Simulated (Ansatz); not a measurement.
# Ir: the cost of one run

Computed with Ansatz 0.2.0 (DFT PBE, scalar-relativistic, plane waves, PAW, unless a step's input says otherwise).

## 1. Starting point

Symmetry: P-3m1, No. 164, trigonal system. Conventional cell: a = 2.715 Å, b = 2.715 Å, c = 25.867 Å, α = 90.00°, β = 90.00°, γ = 120.00°. Ir (site symmetry 3m) has 9 Ir at 2.71 Å as nearest neighbours. Ir (site symmetry 3m) has 12 Ir at 2.71 Å as nearest neighbours. Ir (site symmetry -3m) is surrounded by 12 Ir at 2.71 Å.

Coordinates:

```
CELL_PARAMETERS angstrom
2.71487 0.00000 0.00000
-1.35743 2.35114 0.00000
0.00000 0.00000 25.86671
ATOMIC_POSITIONS crystal
Ir 0.66667 0.33333 0.32861
Ir 0.33333 0.66667 0.41430
Ir 0.00000 0.00000 0.50000
Ir 0.66667 0.33333 0.58570
Ir 0.33333 0.66667 0.67139
```

Slab cut from the bulk at the bulk's listed lattice constants, lower half held.

## 2. Relaxing the atoms

input.yaml reads:

```yaml
crystal:
  lattice:
    - [2.71486578, 0.0, 0.0]
    - [-1.35743289, 2.35114273, 0.0]
    - [0.0, 0.0, 25.8667143163]
  atoms:
    - { symbol: Ir, position: [0.66666667, 0.33333333, 0.3286076421] }
    - { symbol: Ir, position: [0.33333333, 0.66666667, 0.414303821] }
    - { symbol: Ir, position: [0.0, 0.0, 0.5] }
    - { symbol: Ir, position: [0.66666667, 0.33333333, 0.585696179] }
    - { symbol: Ir, position: [0.33333333, 0.66666667, 0.6713923579] }
basis:
  ecutwfc: 420.0
  fft_grid_basis: typed
kpoints:
  mp_grid: { grid: [12, 12, 1] }
hamiltonian:
  xc: pbe
scf:
  occupations: { method: gaussian, width: 0.1 }
output:
  forces: true
  eigenvalues: true
efield:
  axis: 3
  dipole_correction: true
  ramp_width: 0.04
relax:
  adjacent_minimum: "off"
  f_tol: 0.04
  max_steps: 40
  constraints: [{ sites: [0, 1] }]
```

Started as:

```
> ansatz run input.yaml --threads 1 --pin off --max-ram 2211MiB --backend cpu --events-out ev --progress --plain --runs-dir out
```

Q: Estimate wall time and peak memory on 1 thread of Intel Xeon Platinum 8488C (Sapphire Rapids), shared host.

About 31 s, with a peak of 0.49 GiB.
